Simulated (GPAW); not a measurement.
# WF (R3m) in GPAW: reference runs

How does WF come out in PBE? The cell is run as given.

Program: GPAW 26.7.0. These are calculated values, not measurements. Logs are shortened: lines on timing, memory, paths and dates and some standing lists are left out, and cuts for length are marked. The log counts tension as positive stress, the text compression.

## (1) The structure

It takes space group R3m (No. 160, trigonal). Conventional cell: a = 2.732 Å, b = 2.732 Å, c = 15.209 Å, α = 90.00°, β = 90.00°, γ = 120.00°. W (site symmetry 3m) has 1 F at 1.87 Å as nearest neighbours. Around F (site symmetry 3m) lie 1 W at 1.87 Å.

The cell was built by a generator and needn't be a form met in nature.

## (2) Single point, PBE

File run.py:

```python
from ase import Atoms
from ase.dft.bandgap import bandgap
from ase.io import write
from ase.units import GPa
from gpaw import GPAW, PW

atoms = Atoms(['W', 'F'],
              cell=[[1.36588981, 0.7885968495, 5.0696],
                    [-1.36588981, 0.7885968495, 5.0696],
                    [0.0, -1.577193699, 5.0696]],
              scaled_positions=[[0.81412, 0.81412, 0.81412],
                                [0.93712, 0.93712, 0.93712]],
              pbc=True)

calc = GPAW(mode=PW(800),
            xc='PBE',
            kpts={'size': (11, 11, 11), 'gamma': True},
            occupations={'name': 'fermi-dirac', 'width': 0.05},
            nbands=21,
            convergence={'density': 1e-05, 'energy': 1e-05},
            maxiter=150,
            txt='gpaw.txt')
atoms.calc = calc
energy = atoms.get_potential_energy()
forces = atoms.get_forces()
stress = atoms.get_stress()
calc.write('gs.gpw')
write('result.traj', atoms)
print(f'Energy: {energy:.6f} eV')
print('Forces (eV/A):')
print(forces.round(4))
print('Stress (GPa):', (stress / GPa).round(3))
print('Fermi level:', round(calc.get_fermi_level(), 4), 'eV')
print(f'Gap: {bandgap(calc)[0]:.4f} eV, direct: {bandgap(calc, direct=True)[0]:.4f} eV')
```

Potentials or basis: GPAW PAW data sets (gpaw-data 1.2.1), pw.

Launch:

```console
OMP_NUM_THREADS=1 python run.py
```

gpaw.txt:

```text
__  _  _
 | _ |_)|_||  |
 |__||  | ||/\| - 26.7.0

Input parameters:
  mode=PW(ecut=800.0),
  convergence={'density': 1e-05, 'energy': 1e-05},
  kpts=MonkhorstPack(size=(11, 11, 11), gamma=True),
  maxiter=150,
  nbands=21,
  occupations=Occupations(name='fermi-dirac', width=0.05),
  xc=XC(name='PBE')

Diagonalizing LCAO Hamiltonian
Converting LCAO to pw mode

       F

       W

Atoms  # Å, Bohr magnetons
|   | symbol |         x |         y |         z |    initial magnetic moments |
|---|--------|-----------|-----------|-----------|-----------------------------|
| 0 |      W |  0.000000 |  0.000000 | 12.381788 | ( 0.0000,  0.0000,  0.0000) |
| 1 |      F | -0.000000 | -0.000000 | 14.252471 | ( 0.0000,  0.0000,  0.0000) |

Unit cell  # Å
| periodic |         x |         y |        z |  lengths |    angles |
|----------|-----------|-----------|----------|----------|-----------|
|      yes |  1.365890 |  0.788597 | 5.069600 | 5.309273 | 29.815668 |
|      yes | -1.365890 |  0.788597 | 5.069600 | 5.309273 | 29.815668 |
|      yes |  0.000000 | -1.577194 | 5.069600 | 5.309273 | 29.815668 |

Number of symmetries: 6
Symmetry operations  # r_c * U_cc + t_c -> r_c
|   | kind |            matrix            |
|---|------|------------------------------|
| 0 |  E   |  1, 0, 0,  0, 1, 0,  0, 0, 1 |
| 1 |  σ   |  1, 0, 0,  0, 0, 1,  0, 1, 0 |
| 2 |  σ   |  0, 1, 0,  1, 0, 0,  0, 0, 1 |
| 3 |  C3  |  0, 1, 0,  0, 0, 1,  1, 0, 0 |
| 4 |  C3  |  0, 0, 1,  1, 0, 0,  0, 1, 0 |
| 5 |  σ   |  0, 0, 1,  0, 1, 0,  1, 0, 0 |

BZ-sampling:
  Number of BZ points: 1331
  Number of IBZ points: 146

  Monkhorst-Pack size: [11, 11, 11]
  Monkhorst-Pack shift: [0, 0, 0]

K-points  # in reciprocal-cell coordinates
|     |                                coordinates |     weight |
|-----|--------------------------------------------|------------|
|   0 | (  0.00000000,   0.00000000,   0.00000000) | 0.00075131 |
|   1 | (  0.09090909,   0.00000000,  -0.09090909) | 0.00450789 |
|   2 | (  0.09090909,   0.00000000,   0.00000000) | 0.00450789 |
|   3 | (  0.09090909,   0.09090909,  -0.09090909) | 0.00450789 |
|   4 | (  0.09090909,   0.09090909,   0.00000000) | 0.00450789 |
|   5 | (  0.09090909,   0.09090909,   0.09090909) | 0.00150263 |
|   6 | (  0.18181818,  -0.09090909,  -0.09090909) | 0.00450789 |
|   7 | (  0.18181818,   0.00000000,  -0.18181818) | 0.00450789 |
|   8 | (  0.18181818,   0.00000000,  -0.09090909) | 0.00901578 |
|   9 | (  0.18181818,   0.00000000,   0.00000000) | 0.00450789 |
| ... |                                            |            |
| 145 | (  0.45454545,   0.45454545,   0.45454545) | 0.00150263 |

Plane wave coefficients: 1709
Cutoff: 800.0 eV

Spin-components: 1 (collinear spins)
Bands:           21
Projectors:      11
Spin-degeneracy: 2
Datatype:        complex128

Parallelization:
  kpt:    1
  domain: 1
  band:   1

Density:
  Valence electrons: 21.0
  Components: 1
  Grid points: [35 35 35]
  Charge: 0.0  # |e|

Potential:
  Grid points: [35 35 35]

species:
  W:
    name:    Tungsten
    Z:       74.0
    valence: 14
    core:    60
    charge:  0.0  # [|e|]
    compensation charges:
      type: gauss
      rc: 0.40  # [Å]
      lmax: 2
    cutoffs:
      filter: 2.36  # [Å]
      core: 3.02  # [Å]
    projectors
    | kind |    occ | energy [eV] | rcut [Å] |
    |------|--------|-------------|----------|
    |   5s |  2.000 |     -78.830 |    1.344 |
    |   6s |  2.000 |      -5.697 |    1.344 |
    |   5p |  6.000 |     -43.233 |    1.355 |
    |   6p |  0.000 |      -1.367 |    1.355 |
    |   5d |  4.000 |      -4.494 |    1.228 |
    |    d |        |      22.717 |    1.228 |

    Using partial waves for W as LCAO basis

  F:
    name:    Fluorine
    Z:       9.0
    valence: 7
    core:    2
    charge:  0.0  # [|e|]
    compensation charges:
      type: gauss
      rc: 0.20  # [Å]
      lmax: 2
    cutoffs:
      filter: 1.14  # [Å]
      core: 0.74  # [Å]
    projectors
    | kind |    occ | energy [eV] | rcut [Å] |
    |------|--------|-------------|----------|
    |   2s |  2.000 |     -29.898 |    0.635 |
    |   2p |  5.000 |     -11.110 |    0.635 |
    |    s |        |      -2.687 |    0.635 |
    |    p |        |      16.102 |    0.635 |
    |    d |        |       0.000 |    0.635 |

    Using partial waves for F as LCAO basis

Reference energy: -441485.752440  # eV

eigensolver:
  PPCG
  Converge bands: occupied
  niter=2

density mixing:
  MSR1-Mixer
  Pratt-step length: 0.05
  Maximum mixing coefficient: 0.75
  Old densities: 10
  SVD Regularization: 0.005
  Good broyden scale: 1.0
  Trust region scale: 1.0
  Backstep threshold: 4.0
  History deletion threshold: 6.0
  Fourier metric: weight=20.0, sigma=0.015

occupation numbers:
  Fermi-Dirac:
    width: 0.0500  # eV

poisson solver:
  ecut: 6400.0  # eV

xc functional:
  name: PBE with 2 nearest neighbor stencil

convergence criteria:
- Maximum integral of absolute [dens]ity change: 1e-05 electrons / valence electron
- Maximum [total energy] change in last 3 cyles: 1e-05 eV / valence electron
- Maximum integral of absolute [eigenst]ate change: 4e-08 eV^2 / valence electron
maximum number of iterations: 150

SCF iterations
|iter     | |      energy | eigst |  dens |
|---------|-|-------------|-------|-------|
|iter:   1| |  -15.196952 | -0.02 |       |
|iter:   2| |  -15.018454 | -2.35 | -1.11 |
|iter:   3| |  -14.497902 | -1.37 | -1.15 |
|iter:   4| |  -14.487327 | -2.67 | -1.68 |
|iter:   5| |  -14.482041 | -3.00 | -2.01 |
|iter:   6| |  -14.482899 | -3.99 | -2.45 |
|iter:   7| |  -14.482615 | -4.82 | -2.85 |
|iter:   8| |  -14.482605 | -6.31 | -3.48 |
|iter:   9| |  -14.482605c| -7.35 | -3.97 |
|iter:  10| |  -14.482606c| -7.76c| -4.84 |
|iter:  11| |  -14.482606c| -8.43c| -5.32c|

Converged in 11 steps
Energy contributions relative to reference atoms: (reference = -441485.752440)

Energy contributions:
  Kinetic:           8.663183
  Coulomb:         -10.743886
  Zero:              0.083539
  External:          0.000000
  Xc:              -12.480295
  Entropy:          -0.010294
  Spinorbit:         0.000000
  ----------------------------
  Free energy:     -14.487753
  Extrapolated:    -14.482606

dipole moment: (-0.000000, -0.000000, 63.653301)  # |e|*Ang

Fermi level: 6.487
Eigenvalues  # (at kpt = [0.000, 0.000, 0.000])
| band index |      eig [eV] | occ [0-2] |
|------------|---------------|-----------|
|          0 |       -67.433 |     2.000 |
|        ... |               |           |
|          4 |       -17.668 |     2.000 |
|          5 |        -0.132 |     2.000 |
|          6 |        -0.048 |     2.000 |
|          7 |         2.472 |     2.000 |
|          8 |         2.472 |     2.000 |
|          9 |         6.206 |     1.993 |
[... 9 lines left out ...]
|         19 |        28.338 |     0.000 |
|         20 |        31.403 |     0.000 |

No gap
No difference between direct/indirect transitions

Forces  # eV/Ang
|        x |        y |        z |
|----------|----------|----------|
| -0.00000 | -0.00000 | -0.02894 |  # W    0
|  0.00000 |  0.00000 |  0.02891 |  # F    1

Stress tensor  # eV/Ang^3
|        x |         y |         z |
|----------|-----------|-----------|
| 0.000581 |  0.000000 |  0.000000 |
| 0.000000 |  0.000581 | -0.000000 |
| 0.000000 | -0.000000 |  0.006437 |

# Writing to gs.gpw (mode='')
```

stdout:

```text
<dir> UserWarning: The angles between your unit-cell vectors are 29.8, 29.8 and 29.8 degrees.  Results may be wrong!  Please Niggli-reduce your unit-cell so that the angles are closer to 90 degrees:

  from ase.build import niggli_reduce
  niggli_reduce(atoms)

  warnings.warn(
Energy: -14.482606 eV
Forces (eV/A):
[[-0.     -0.     -0.0289]
 [ 0.      0.      0.0289]]
Stress (GPa): [ 0.093  0.093  1.031 -0.     0.     0.   ]
Fermi level: 6.487 eV
Gap: 0.0000 eV, direct: 0.0000 eV
```

It took 4.2 min on 1 thread of Arm Neoverse V2, shared host; peak memory 0.31 GiB.

What came out:

```yaml
Free_energy: -14.4878 eV
Pressure: -0.4 GPa
Largest_force: 0.029 eV/Å
Band_gap_on_the_k_mesh: none (metal or under the smearing width)
```

Forces on the atoms (eV/Å):
```
W    0.000  0.000 -0.029
F    0.000  0.000  0.029
```

Stress tensor (GPa, compression positive):
```
-0.09  0.00  0.00
 0.00 -0.09  0.00
 0.00  0.00 -1.03
```

Levels at points of the mesh, in eV from the Fermi level:
| k point | band 8 | band 9 | band 10 | band 11 | band 12 | band 13 |
| --- | --- | --- | --- | --- | --- | --- |
| (0.00, 0.00, 0.00) | -4.01 | -4.01 | -0.28 | -0.17 | -0.17 | 3.66 |

Caveat: an odd number of electrons without spin polarisation forces a metal; a magnetic or distorted state may lie lower; the program warned that so skewed a cell can give wrong results. Spin-orbit coupling is left out, which matters for the levels of W.
